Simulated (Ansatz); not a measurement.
**BBrH2N− (SMILES [NH-]BBr): one structure at several levels**

The task here is to estimate one member of a computed series from the others.

Program: Ansatz 0.2.0, Gaussian basis. Level of theory: single points in def2-TZVPPD. These are calculated values, not measurements.

Cores are frozen in the correlated methods. Filled d shells of the heavier atoms are correlated.

## The starting structure

SMILES `[NH-]BBr`, 5 atoms, charge -1, spin multiplicity 1.

Atoms are counted from 1 here; the program's logs count them from 0.

Bond lengths: N1–B2 1.380 Å, N1–H4 1.078 Å, B2–Br3 2.146 Å, B2–H5 1.134 Å. Angles: B2–N1–H4 117.8°, N1–B2–Br3 116.5°, N1–B2–H5 132.5°, Br3–B2–H5 110.3°.

Geometry (Å):

| atom | x (Å) | y (Å) | z (Å) |
| --- | --- | --- | --- |
| N1 | -0.30830 | -1.04240 | -0.25200 |
| B2 | 0.46470 | -0.02920 | 0.27710 |
| Br3 | -0.05830 | 1.97110 | -0.29640 |
| H4 | -1.28190 | -0.78440 | -0.63720 |
| H5 | 1.44440 | -0.03130 | 0.84910 |

The first run:

run/in.yaml

```yaml
crystal:
  periodic: [false, false, false]
  atoms:
    - {symbol: N, position_ang: [-0.308300, -1.042400, -0.252000]}
    - {symbol: B, position_ang: [0.464700, -0.029200, 0.277100]}
    - {symbol: Br, position_ang: [-0.058300, 1.971100, -0.296400]}
    - {symbol: H, position_ang: [-1.281900, -0.784400, -0.637200]}
    - {symbol: H, position_ang: [1.444400, -0.031300, 0.849100]}
basis:
  gaussian: {orbitals: "def2-TZVPPD.json"}
total_charge: -1
correlation: {method: ccsd_t}
output: {forces: true}
```

The basis file named in the input lies beside it (Basis Set Exchange, JSON).

No record of the launch command was kept for these runs.

Steps of the session up to this table: CCSD(T)/def2-TZVPPD; PBE0-D4/def2-TZVPPD; wB97M-V/def2-TZVPPD; r2SCAN-D4/def2-TZVPPD; PBE-D4/def2-TZVPPD; r2SCANh-D4/def2-TZVPPD; SPW92/def2-TZVPPD.

One table of the session follows, with a row left open; its other results are not shown here.

```
    method  RMS force component (eV/Å)  angle to CCSD(T) forces (°)
   CCSD(T)                       1.278                    reference
   PBE0-D4                       1.445                          7.6
   wB97M-V                       1.412                          9.4
 r2SCAN-D4                       1.381                          7.3
    PBE-D4                       1.289                          6.4
r2SCANh-D4                       1.429                          8.2
     SPW92                           ?                            ?
```

**Question.** Estimate the row for SPW92.

**Answer.** RMS force component (eV/Å): 1.428; angle to CCSD(T) forces (°): 12.3. In the column «RMS force component (eV/Å)» it lies between wB97M-V (1.412) and r2SCANh-D4 (1.429).
